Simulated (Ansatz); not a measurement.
# BrH₃InOSi radical: small, medium and large basis sets

One table from this session's results is given with a row withheld; the runs are named, their logs left out.

The runs use Ansatz 0.2.0, Gaussian basis; one geometry, several basis sets.

The runs, in order: PBE0-D4/def2-SVP; ωB97M-V/def2-SVP; PBE0-D4/def2-QZVPP; ωB97M-V/def2-QZVPP; the functionals' def2-TZVPP values are taken from earlier runs.

1 further run of the same task is left out (for a known fault of the program).

**The geometry**

An earlier PBE0-D4 in a triple-zeta def2 set relaxation fixed the geometry. In takes the def2 core potential; no spin-orbit term is included.

SMILES `[SiH3][O][In][Br]`, 7 atoms, charge 0, spin multiplicity 2.

Atoms are counted from 1 here; the program's logs count them from 0.

Bond lengths: Si1–O2 1.633 Å, Si1–H5 1.491 Å, Si1–H6 1.486 Å, Si1–H7 1.491 Å, O2–In3 1.993 Å, In3–Br4 2.501 Å. Angles: O2–Si1–H5 111.5°, O2–Si1–H6 108.7°, O2–Si1–H7 111.6°, H5–Si1–H6 108.8°, H5–Si1–H7 107.5°, H6–Si1–H7 108.7°, Si1–O2–In3 138.1°, O2–In3–Br4 116.3°.

Set-up of the first run:

in.yaml reads:

```yaml
crystal:
  periodic: [false, false, false]
  atoms:
    - {symbol: Si, position_ang: [0.525141, 1.113147, 0.245290]}
    - {symbol: O, position_ang: [-0.385496, -0.237745, 0.127186]}
    - {symbol: In, position_ang: [-0.317625, -1.996296, -0.809048]}
    - {symbol: Br, position_ang: [-2.256801, -3.528991, -0.429844]}
    - {symbol: H, position_ang: [0.666923, 1.794941, -1.073322]}
    - {symbol: H, position_ang: [-0.130263, 2.046887, 1.198181]}
    - {symbol: H, position_ang: [1.898132, 0.808067, 0.741546]}
basis:
  gaussian: {orbitals: def2-SVP}
magnetization: {spin_polarized: true, initial_magnetization: 1}
hamiltonian: {xc: pbe0, dispersion: d4}
output: {orbitals: {seedname: orbitals}}
```

Launch:

```sh
$ ansatz run in.yaml --threads 4 --pin off --events-out ev --progress --plain --max-ram 10444MiB
```

Among the steps run: PBE0-D4 in def2-SVP; ωB97M-V in def2-SVP; PBE0-D4 in def2-QZVPP; ωB97M-V in def2-QZVPP.

One table of the session follows, with a row left open; its other results are not shown here.

It belongs to the step «Density functionals: the series». 

| functional | basis | HOMO (eV) | LUMO (eV) |
| --- | --- | --- | --- |
| PBE0-D4 | def2-SVP | -6.86 | -4.25 |
| PBE0-D4 | def2-TZVPP | -6.93 | -4.31 |
| PBE0-D4 | def2-QZVPP | -6.93 | -4.32 |
| ωB97M-V | def2-SVP | -8.86 | -2.57 |
| ωB97M-V | def2-TZVPP | -8.95 | -2.67 |
| ωB97M-V | def2-QZVPP | ? | ? |

Q: Estimate the row for ωB97M-V, def2-QZVPP from the others.

**Answer.** HOMO (eV): -8.96; LUMO (eV): -2.71. In the column «HOMO (eV)» it is the lowest.
